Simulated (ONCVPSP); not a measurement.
# Pseudopotential generation for In: ONCV, PBE

Aim: build the potential from the settings below, then test how well it stands in for the atom: other configurations, scattering, ghost states and the plane-wave cutoff that it needs.

Program: ONCVPSP 4.0.1.1 (patched build). Reference atom: PBE, scalar-relativistic, spherical and spin-unpolarised. All values are calculated.

## Step 1: Starting point

The settings as typed:

| Property | Result |
| --- | --- |
| element | indium (In, Z = 49) |
| type | optimised norm-conserving Vanderbilt (ONCV) |
| frozen core | [Kr] 4d10 |
| valence charge | 3 |
| reference configuration | 5s2 5p0.5 (charge +0.5) |
| partial waves | 5s: rc 1.65 bohr, ncon 3, nbas 6, qcut 3.3 1/bohr, 3 projectors, debl 3.8 Ha; 5p: rc 3.00 bohr, ncon 4, nbas 7, qcut 2.8 1/bohr, 2 projectors, debl 3.8 Ha |
| local potential | polynomial inside 1.40 bohr (lpopt 3, dvloc0 0 Ha) |
| core correction | Teter function, fcfact 1.5, rcfact 1.3 |

An earlier all-electron run gives the scale for the radii.

All-electron outer shells of the reference configuration (PBE, scalar-relativistic, ld1.x):

| shell | level (eV) | outermost node (bohr) | outermost maximum (bohr) |
| --- | --- | --- | --- |
| 4p | -81.62 | 0.42 | 0.82 |
| 4d | -22.11 | 0.40 | 0.94 |
| 5s | -11.39 | 1.02 | 2.13 |
| 5p | -5.31 | 1.14 | 2.74 |

## Step 2: Generation

Contents of In.dat:

```
# ATOM AND REFERENCE CONFIGURATION
# atsym  z   nc   nv     iexc    psfile
  In 49.00    9    2        4      upf
#
#   n    l    f
    1    0    2.00
    2    0    2.00
    2    1    6.00
    3    0    2.00
    3    1    6.00
    3    2   10.00
    4    0    2.00
    4    1    6.00
    4    2   10.00
    5    0    2.00
    5    1    0.50
#
# PSEUDOPOTENTIAL AND OPTIMIZATION
# lmax
    1
#
#   l,   rc,      ep,       ncon, nbas, qcut
    0    1.65    0.00    3    6    3.30
    1    3.00    0.00    4    7    2.80
#
# LOCAL POTENTIAL
# lloc, lpopt,  rc(5),   dvloc0
    4    3    1.40    0.00
#
# VANDERBILT-KLEINMAN-BYLANDER PROJECTORs
# l, nproj, debl
    0    3    3.80
    1    2    3.80
#
# MODEL CORE CHARGE
# icmod, fcfact, rcfact
    3    1.50    1.30
#
# LOG DERIVATIVE ANALYSIS
# epsh1, epsh2, depsh
   -2.00    5.00    0.02
#
# OUTPUT GRID
# rlmax, drl
    6.00    0.01
#
# TEST CONFIGURATIONS
# ncnf
    4
# nvcnf
#   n    l    f
    2
    5    0    2.00
    5    1    1.00
#
    2
    5    0    2.00
    5    1    0.00
#
    2
    5    0    1.00
    5    1    0.00
#
    2
    5    0    0.00
    5    1    3.00
#
```

Command:

```console
$ oncvpsp.x < In.dat > In.out
```

Before running it: what results should come out? Wanted: cutoffs for 1 and 0.1 mHa per electron, occupied waves; bound ghosts; GHOST(+) flags; largest test error; largest phase difference near zero energy, channels read; rms error of d²Exc/dn², without and with the model core.

**Answer**, as computed:

| quantity | value |
| --- | --- |
| cutoffs for 1 and 0.1 mHa per electron, occupied waves | 28 Ha and 41 Ha |
| bound ghosts | s at -123.88 eV |
| GHOST(+) flags | s at 309 eV, s at 948 eV, p at 105 eV |
| largest test error (AE − PS) | +86 meV, for 5s0 5p3 |
| largest phase difference near zero energy, channels read | 0.004 rad |
| rms error of d²Exc/dn², without and with the model core | 9.55 and 5.85 mHa |

A bound ghost (s) makes it unfit for use: electrons can fall into a state that the atom doesn't have. Close by lies the frozen 4s level (-123.1 eV). By total energies transferability is fair: the largest error is 86 meV on 10.0 eV, for 5s0 5p3. It counts as of middling hardness, with 28 Ha needed at the looser tolerance. At the looser tolerance the 5s wave is the slowest; 5p needs 2 Ha. Near zero energy the phases of the channels with partial waves agree within 0.004 rad. The program also flags highly localised states, GHOST(+) (s, p). These are tests on the free atom; a crystal test is still owed.
